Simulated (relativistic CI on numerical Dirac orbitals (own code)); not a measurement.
# Fe⁵⁺: K-beta emission multiplets

Aim: the K-beta emission spectrum of Fe⁵⁺ in 3 surroundings, from the same atomic integrals.

The numbers are computed with relativistic CI on numerical Dirac orbitals (own code) version 1 (Dirac-Coulomb-Breit CI, KLI orbitals optimised for each configuration, model QED (radiative potential, 1s self-energy scaled to tabulated hydrogen-like ionisation energies), valence Slater integrals scaled by 0.8, multiplet model of X-ray emission after core ionisation in a parametric crystal field), except any that are marked as measured or tabulated.

### 1 The system

- ion: Fe⁵⁺ (Fe VI)
- nuclear charge: 26
- electrons: 21
- configurations: [Ar] 3d3 → 1s 2s2 2p6 3s2 3p6 3d3 → [Ne] 3s2 3p5 3d3
- temperature: 300 K
- widths: Lorentz 1.6 eV, Gauss 1 eV
- surrounding 1: Td, 10Dq = -16400 cm⁻¹
- surrounding 2: Td, 10Dq = -21000 cm⁻¹
- surrounding 3: Td, 10Dq = -25600 cm⁻¹

### 2 Surrounding 1: Td, 10Dq = -16400

Input settings:

```ini
atom Fe  Z=26  charge=5  electrons=21
nucleus A=56  rms_radius_fm=3.7377
hamiltonian dirac-coulomb  breit=on  qed=on  c_scale=1
orbitals kli  potential=per-configuration
slater_scale 0.8
correlation none
mixing on
configurations
  [Ar] 3d3
  1s 2s2 2p6 3s2 3p6 3d3
  [Ne] 3s2 3p5 3d3
end
emission K-beta T=300 lorentz=1.6 gauss=1.0
crystal_field Td 10Dq=-16400
```

### 3 Surrounding 2: Td, 10Dq = -21000

Settings: those of step 2 with these lines changed.

```diff
@@ -13,2 +13,2 @@
 emission K-beta T=300 lorentz=1.6 gauss=1.0
-crystal_field Td 10Dq=-16400
+crystal_field Td 10Dq=-21000
```

### 4 Surrounding 3: Td, 10Dq = -25600

Settings: those of step 3 with these lines changed.

```diff
@@ -13,2 +13,2 @@
 emission K-beta T=300 lorentz=1.6 gauss=1.0
-crystal_field Td 10Dq=-21000
+crystal_field Td 10Dq=-25600
```

(Steps that only read results are left out.)

Q: Predict the outcome of this session. Wanted: highest peak, first run; ground spin.

**Answer**, as computed:

| surrounding | ground S | centroid (eV) | spread (eV) | up to four highest peaks (% of the highest), eV |
| --- | --- | --- | --- | --- |
| 1: Td | 1.49 | 7065.98 | 6.51 | 7048.8 (15), 7055.2 (7), 7063.4 (27), 7069.6 (100) |
| 2: Td | 1.40 | 7065.97 | 6.44 | 7048.6 (15), 7054.6 (7), 7063.4 (25), 7069.4 (100) |
| 3: Td | 0.57 | 7065.12 | 6.34 | 7048.2 (12), 7053.8 (9), 7055.0 (9), 7068.6 (100) |

| quantity | value |
| --- | --- |
| highest peak, first run | 7069.6 eV |
| ground spin (effective S from ⟨S²⟩) | 0.57 to 1.49 |

The ground spin changes between the runs (1.49 to 0.57), and the line shape with it. The position of the maximum differs by up to 1.0 eV between the surroundings, by shifts of peaks or by peaks exchanging rank. Photon energies are those of the free ion; lines in solids lie some eV away, more where the ion's charge is far from that in the solid.
